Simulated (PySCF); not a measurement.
# CH6GeO2Si: the cost of one run

Programs: PySCF 2.14.0, with routines of our own; each step states its level. All values are computed. Atoms count from 0.

## (1) The starting structure

11 atoms, charge 0, multiplicity 1; geometry from: GFN2-xTB.

## (2) Magnetic properties: GIAO B97-2/pcSseg-1

Job settings and geometry (Å):

```
{"job": {"kind": "mag", "xc": "B97-2", "basis": "pcSseg-1", "isotopologues": 2}, "charge": 0, "multiplicity": 1}
O      2.650284    -0.383830     0.794344
C      1.539232    -0.078479     0.452092
O      1.169853     1.204243     0.288064
Si     0.047832    -1.220686     0.061374
Ge    -1.556736     0.381091    -0.474889
H      1.897730     1.821004     0.477051
H      0.451598    -2.111762    -1.027392
H     -0.215324    -2.018305     1.260466
H     -1.866140     1.347901     0.624376
H     -1.212403     1.248160    -1.644515
H     -2.900502    -0.186666    -0.836935
```

Method: GIAO B97-2/pcSseg-1 magnetisability, rotational g tensor and spin-rotation constants, non-relativistic, gas phase.

Launch:

```bash
> OMP_NUM_THREADS=1 python excited_run.py task.json out
```

This one command runs all jobs of the session in turn.

Q: Estimate the wall time and peak memory of this first job on 1 thread of Arm Neoverse V1, shared host.

About 17 s, with a peak of 0.78 GiB.
